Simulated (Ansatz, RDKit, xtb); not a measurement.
**Isomers of C4H6N2Si, a sample narrowed down**

Which of a sample of isomers of C4H6N2Si is the most stable in the gas at 298.15 K, and what are its properties? The sample is small against all isomers, and the most stable one of this formula need not be in it.

Plan: many cheap relaxations first (GFN2-xTB), then density-functional screening, relaxation at r2SCAN-D4/def2-SVP, vibrations (at GFN2-xTB) and a final energy. The numbers are computed, not measured.

### Step 1. Candidates

Isomers were taken from a list of plausible structures; this is a sample, not all of them. That gives 4 candidates.

| label | SMILES | spin |
| --- | --- | --- |
| c009 | N#CC[SiH2]CC#N | singlet |
| c617 | C[Si](C)(C#N)C#N | singlet |
| c868 | C[SiH2]C(C#N)C#N | singlet |
| c888 | C[Si@@H](C#N)CC#N | singlet |

Candidates are built by distance geometry, with a force field where one applies, in up to four conformers (letters a to d).

### Step 2. First filter: tight binding

All 7 starts are relaxed the same way. One of them, c617a (taken from a list of positional isomers, embedded by distance geometry and MMFF94), in full:

File start.xyz:

```xyz
13
c617a
C     -2.777489     0.641995    -0.996202
C     -0.507731     0.365705     0.989270
C      0.075348     0.023024    -2.047639
C     -1.502874    -2.101648    -0.518819
N      0.805011     0.282101    -2.876385
N     -1.786342    -3.263077    -0.407323
Si    -1.183911    -0.302171    -0.634215
H     -2.577484     1.746768    -1.046699
H     -3.518282     0.475895    -0.173642
H     -3.240694     0.303254    -1.943940
H     -1.190630     0.181973     1.828723
H      0.446258    -0.187498     1.267107
H     -0.290071     1.418860     0.928420
```

Started as:

```console
$ xtb start.xyz --gfn 2 --opt
```

The log of the run, shortened:

```text
* xtb version 6.7.1
[...]
          :  # basis functions                  40          :
[...]
          :  # electrons                        36          :
[...]
          :  Hamiltonian                  GFN2-xTB          :
[...]
          :  net charge                          0          :
          :  unpaired electrons                  0          :
[...]
   *** convergence criteria satisfied after 13 iterations ***
[...]
   *** GEOMETRY OPTIMIZATION CONVERGED AFTER 11 ITERATIONS ***
[...]
   *** convergence criteria satisfied after 3 iterations ***
[...]
         ::                     SUMMARY                     ::
         :::::::::::::::::::::::::::::::::::::::::::::::::::::
         :: total energy             -19.076284422107 Eh    ::
         :: gradient norm              0.000314623020 Eh/a0 ::
         :: HOMO-LUMO gap              3.979617845999 eV    ::
         ::.................................................::
         :: SCC energy               -19.437074599502 Eh    ::
         :: -> isotropic ES            0.029800927319 Eh    ::
         :: -> anisotropic ES          0.002754325120 Eh    ::
         :: -> anisotropic XC          0.039279756103 Eh    ::
         :: -> dispersion             -0.008670910359 Eh    ::
         :: repulsion energy           0.360790177395 Eh    ::
         :: add. restraining           0.000000000000 Eh    ::
         :: total charge               0.000000000000 e     ::
         :::::::::::::::::::::::::::::::::::::::::::::::::::::
[...]
        18        2.0000           -0.4173774             -11.3574 (HOMO)
        19                         -0.2711292              -7.3778 (LUMO)
[...]
     #   Z          covCN         q      C6AA      α(0)
     1   6 C        3.650    -0.194    24.689     7.138
     2   6 C        3.650    -0.194    24.689     7.137
     3   6 C        1.789     0.007    31.043     9.005
     4   6 C        1.789     0.007    31.043     9.005
     5   7 N        0.911    -0.192    25.158     7.254
     6   7 N        0.911    -0.192    25.158     7.254
     7  14 Si       3.508     0.499   100.290    19.361
     8   1 H        0.925     0.042     2.418     2.432
     9   1 H        0.925     0.042     2.418     2.432
    10   1 H        0.925     0.045     2.388     2.417
    11   1 H        0.925     0.042     2.418     2.432
    12   1 H        0.925     0.045     2.388     2.417
    13   1 H        0.925     0.042     2.418     2.432
[...]
     #   Z sym  total        # sym  WBO       # sym  WBO       # sym  WBO
 ---------------------------------------------------------------------------
     1   6 C    3.986 --     8 H    0.984     9 H    0.984    10 H    0.983
                             7 Si   0.905
     2   6 C    3.986 --    11 H    0.984    13 H    0.984    12 H    0.983
                             7 Si   0.905
     3   6 C    3.886 --     5 N    2.931     7 Si   0.840
     4   6 C    3.886 --     6 N    2.931     7 Si   0.840
     5   7 N    3.033 --     3 C    2.931
     6   7 N    3.033 --     4 C    2.931
     7  14 Si   3.686 --     2 C    0.905     1 C    0.905     4 C    0.840
                             3 C    0.840
     8   1 H    0.998 --     1 C    0.984
     9   1 H    0.998 --     1 C    0.984
    10   1 H    0.998 --     1 C    0.983
[...]
molecular dipole:
                 x           y           z       tot (Debye)
 q only:       -0.475       0.818       0.673
   full:       -0.784       1.349       1.110       4.867
molecular quadrupole (traceless):
[...]
          | TOTAL ENERGY              -19.076284422107 Eh   |
          | GRADIENT NORM               0.000314623020 Eh/α |
          | HOMO-LUMO GAP               3.979617845999 eV   |
           -------------------------------------------------
[...]
```

It took 0.074 s on 2 threads of Intel Xeon 6975P-C (Granite Rapids), shared host.

### Step 3. The minima found

7 of the 7 relaxations converged. 7 distinct structures remain:

| label | start | SMILES after | spin | energy (kcal/mol) |
| --- | --- | --- | --- | --- |
| c009a | drawn | N#CC[SiH2]CC#N | singlet | 0.0 |
| c009b | drawn | N#CC[SiH2]CC#N | singlet | 0.2 |
| c868a | drawn | C[SiH2]C(C#N)C#N | singlet | 1.7 |
| c868b | drawn | C[SiH2]C(C#N)C#N | singlet | 2.0 |
| c888a | drawn | C[Si@@H](C#N)CC#N | singlet | 10.9 |
| c888b | drawn | C[Si@@H](C#N)CC#N | singlet | 11.9 |
| c617a | drawn | C[Si](C)(C#N)C#N | singlet | 23.0 |

### Step 4. Screening with a density functional

A choice of the minima (the low ones first, few conformers of a pattern, up to a cap) and the lowest that fell apart get a single point at r2SCAN-D4/def2-SVP on the tight-binding geometry, and one at HF/STO-3G for comparison. The lowest singlets are also tried as triplets at the same geometry (label ending in t). The first, c009a:

File input.yaml:

```yaml
crystal:
  periodic: [false, false, false]
  atoms:
    - {symbol: C, position_ang: [-1.642743, 0.992879, 2.073824]}
    - {symbol: C, position_ang: [-1.402296, 1.609132, 0.806390]}
    - {symbol: C, position_ang: [-0.052902, -0.975520, -0.167613]}
    - {symbol: C, position_ang: [1.212240, -0.313039, -0.099773]}
    - {symbol: N, position_ang: [-1.836891, 0.458235, 3.066424]}
    - {symbol: N, position_ang: [2.204070, 0.255069, -0.050749]}
    - {symbol: Si, position_ang: [-1.435020, 0.288185, -0.584564]}
    - {symbol: H, position_ang: [-0.425946, 2.097895, 0.836781]}
    - {symbol: H, position_ang: [-2.161633, 2.373127, 0.636904]}
    - {symbol: H, position_ang: [-1.154460, 0.957522, -1.855265]}
    - {symbol: H, position_ang: [-2.714895, -0.421114, -0.593937]}
    - {symbol: H, position_ang: [0.000239, -1.759202, -0.923958]}
    - {symbol: H, position_ang: [-0.251386, -1.445091, 0.798414]}
basis:
  gaussian:
    orbitals: def2-SVP
total_charge: 0
hamiltonian:
  xc: r2scan
  dispersion: d4
scf:
  lower_state_search: off
output: {orbitals: {seedname: orbitals}}
```

Started as:

```console
$ ansatz run input.yaml --threads 2 --pin off --max-ram 5220MiB --events-out events.jsonl --progress --plain --runs-dir runs
```

The log of the run, shortened:

```text
Warning: RAYON_NUM_THREADS=2 ignored (pool sized by the plan → 2); use --threads N
Functional definition: r2SCAN
  name "r2SCAN"
[...]
1520 factors; their error is unknown
[...]
mean field -15089.52271934 eV, -554.5297318899 hartree, gradient 5.1e-6 eV, S^2 0.000000; 0 other end points of the search recorded, 0 dependent functions left out
reference -15089.52272867 eV, -554.5297322328 hartree; 29, 29 occupied and 103, 103 virtual orbitals, 1520 factors
Total energy: -15089.60834976 eV, -554.5328787498 hartree
Checks for a lower state left out: stability, starts, cluster_reference, orbital_swaps, neighbouring_geometries, increment
```

Run time: 1.4 s. Hardware: 2 threads of Intel Xeon 6975P-C (Granite Rapids), shared host; peak memory 0.18 GiB.

Relative energies in kcal/mol, each column from its lowest structure that stays in one piece:

```csv
label,SMILES,spin,GFN2-xTB,HF/STO-3G,r2SCAN-D4/def2-SVP
c617a,C[Si](C)(C#N)C#N,singlet,23.0,0.0,0.0
c888a,C[Si@@H](C#N)CC#N,singlet,10.9,17.1,10.4
c888b,C[Si@@H](C#N)CC#N,singlet,11.9,17.6,11.9
c009a,N#CC[SiH2]CC#N,singlet,0.0,34.7,21.2
c009b,N#CC[SiH2]CC#N,singlet,0.2,34.8,22.1
c868a,C[SiH2]C(C#N)C#N,singlet,1.7,39.5,27.4
c868b,C[SiH2]C(C#N)C#N,singlet,2.0,39.5,28.2
c617at,C[Si](C)(C#N)C#N,triplet,–,–,139.7
c888at,C[Si@@H](C#N)CC#N,triplet,–,–,150.0
```

### Step 5. Relaxing the best candidates

3 candidates are relaxed at r2SCAN-D4/def2-SVP (chosen among the lowest in one piece, one conformer a pattern). The first, c617a:

File input.yaml:

```yaml
crystal:
  periodic: [false, false, false]
  atoms:
    - {symbol: C, position_ang: [-2.843574, 0.656837, -1.037622]}
    - {symbol: C, position_ang: [-0.430040, 0.345269, 1.048338]}
    - {symbol: C, position_ang: [0.012717, 0.003438, -1.977544]}
    - {symbol: C, position_ang: [-1.503787, -2.066431, -0.533893]}
    - {symbol: N, position_ang: [0.766249, 0.155616, -2.825888]}
    - {symbol: "N", position_ang: [-1.689394, -3.195111, -0.488309]}
    - {symbol: Si, position_ang: [-1.221007, -0.213732, -0.582518]}
    - {symbol: H, position_ang: [-2.697857, 1.729613, -1.136375]}
    - {symbol: H, position_ang: [-3.602071, 0.493974, -0.276085]}
    - {symbol: H, position_ang: [-3.239694, 0.289845, -1.981033]}
    - {symbol: H, position_ang: [-1.100485, 0.175558, 1.887123]}
    - {symbol: H, position_ang: [0.491497, -0.195369, 1.248467]}
    - {symbol: H, position_ang: [-0.191445, 1.405673, 1.023995]}
basis:
  gaussian:
    orbitals: def2-SVP
relax:
  f_tol: 0.006
hamiltonian:
  xc: r2scan
  dispersion: d4
scf:
  lower_state_search: "off"
```

Started as:

```console
$ ansatz run input.yaml --threads 2 --pin off --max-ram 5220MiB --events-out events.jsonl --progress --plain --runs-dir runs
```

The log of the run, shortened:

```text
Warning: RAYON_NUM_THREADS=2 ignored (pool sized by the plan → 2); use --threads N
[...]
Functional definition: r2SCAN
  name "r2SCAN"
[...]
1520 factors; their error is unknown
[...]
mean field -15090.44420441 eV, -554.5635958415 hartree, gradient 9.1e-6 eV, S^2 0.000000; 0 other end points of the search recorded, 0 dependent functions left out
[...]
reference -15090.44421352 eV, -554.5635961766 hartree; 29, 29 occupied and 103, 103 virtual orbitals, 1520 factors
relax step   1: F+E_penalty+E_count = -15090.52786166 eV  Δ(F+E_penalty+E_count) = +0.000e0 eV  max|allowed force component| = 2.829e0 eV/Å  Δτ_max = 0.0000 Å  (19 SCF iters, accepted)
[...]
relax step   5: F+E_penalty+E_count = -15090.63650121 eV  Δ(F+E_penalty+E_count) = -2.245e-4 eV  max|allowed force component| = 2.346e-2 eV/Å  Δτ_max = 0.0075 Å  (21 SCF iters, accepted)
[...]
Atom 4 at     0.770174     0.234466    -2.818731 Å, force    -0.000268     0.000258     0.000313 eV/Å
Atom 5 at    -1.741225    -3.192201    -0.426997 Å, force    -0.000131     0.000453     0.000177 eV/Å
Atom 6 at    -1.220234    -0.215267    -0.583955 Å, force    -0.002914     0.005076     0.004237 eV/Å
Atom 7 at    -2.647880     1.725047    -1.124417 Å, force     0.000699     0.001960    -0.000672 eV/Å
Atom 8 at    -3.568428     0.468865    -0.247841 Å, force    -0.001473    -0.000935     0.001397 eV/Å
Atom 9 at    -3.207249     0.263655    -1.984357 Å, force    -0.000970     0.000422    -0.000395 eV/Å
Atom 10 at    -1.135522     0.154156     1.855610 Å, force    -0.001201    -0.000968     0.001379 eV/Å
Atom 11 at     0.488040    -0.214816     1.210645 Å, force     0.000527     0.000234     0.000898 eV/Å
Atom 12 at    -0.214805     1.410092     0.978860 Å, force     0.000844     0.002022    -0.000550 eV/Å
Dipole moment:    -0.413203     0.710656     0.584289 e Å
Checks for a lower state left out: stability, starts, cluster_reference, orbital_swaps, neighbouring_geometries, increment
```

Wall time 9.9 s (2 threads of Intel Xeon 6975P-C (Granite Rapids), shared host); peak memory 0.19 GiB.

Energy change by step (eV): 0.0000, -0.1024, -0.1080, -0.1084, -0.1086, -0.1088.

After the run. Bond lengths: C3–N5 1.165 Å, C4–N6 1.165 Å, C1–Si7 1.860 Å, C2–Si7 1.860 Å, C3–Si7 1.862 Å, C4–Si7 1.862 Å, C1–H8 1.101 Å, C1–H9 1.101 Å, C1–H10 1.100 Å, C2–H11 1.101 Å, C2–H12 1.100 Å, C2–H13 1.101 Å. Some angles: N5–C3–Si7 177.4°, N6–C4–Si7 177.4°, C1–Si7–C2 115.2°, C1–Si7–C3 109.0°, C1–Si7–C4 109.0°, C2–Si7–C3 109.0°, C2–Si7–C4 109.0°, C3–Si7–C4 105.3°, Si7–C1–H8 110.3°, Si7–C1–H9 110.3°.

### Step 6. After refinement

```csv
label,spin,r2SCAN-D4/def2-SVP (kcal/mol),"r2SCAN-D4/def2-SVP, relaxed (kcal/mol)",time
c617a,singlet,0.0,0.0,9.9 s
c888a,singlet,10.4,10.5,14 s
c009a,singlet,21.2,21.2,11 s
```

c617a: Bond lengths: C3–N5 1.165 Å, C4–N6 1.165 Å, C1–Si7 1.860 Å, C2–Si7 1.860 Å, C3–Si7 1.862 Å, C4–Si7 1.862 Å, C1–H8 1.101 Å, C1–H9 1.101 Å, C1–H10 1.100 Å, C2–H11 1.101 Å, C2–H12 1.100 Å, C2–H13 1.101 Å. Some angles: N5–C3–Si7 177.4°, N6–C4–Si7 177.4°, C1–Si7–C2 115.2°, C1–Si7–C3 109.0°, C1–Si7–C4 109.0°, C2–Si7–C3 109.0°, C2–Si7–C4 109.0°, C3–Si7–C4 105.3°, Si7–C1–H8 110.3°, Si7–C1–H9 110.3°.

c888a: Bond lengths: C3–C4 1.449 Å, C2–N5 1.165 Å, C4–N6 1.164 Å, C1–Si7 1.860 Å, C2–Si7 1.863 Å, C3–Si7 1.907 Å, C1–H8 1.101 Å, C1–H9 1.102 Å, C1–H10 1.101 Å, Si7–H11 1.487 Å, C3–H12 1.103 Å, C3–H13 1.104 Å. Some angles: C3–C4–N6 176.4°, C4–C3–Si7 110.0°, N5–C2–Si7 178.8°, C1–Si7–C2 110.0°, C1–Si7–C3 111.4°, C2–Si7–C3 105.1°, C4–C3–H12 110.3°, C4–C3–H13 110.0°, Si7–C3–H12 109.8°, Si7–C3–H13 109.3°.

c009a: Bond lengths: C1–C2 1.449 Å, C3–C4 1.449 Å, C1–N5 1.164 Å, C4–N6 1.164 Å, C2–Si7 1.905 Å, C3–Si7 1.905 Å, C2–H8 1.105 Å, C2–H9 1.103 Å, Si7–H10 1.489 Å, Si7–H11 1.489 Å, C3–H12 1.103 Å, C3–H13 1.105 Å. Some angles: C1–C2–Si7 109.9°, C2–C1–N5 175.8°, C3–C4–N6 175.8°, C4–C3–Si7 109.9°, C2–Si7–C3 107.0°, C1–C2–H8 109.9°, C1–C2–H9 110.4°, Si7–C2–H8 108.7°, Si7–C2–H9 110.4°, C4–C3–H12 110.4°.

[end of part 1 of 2]
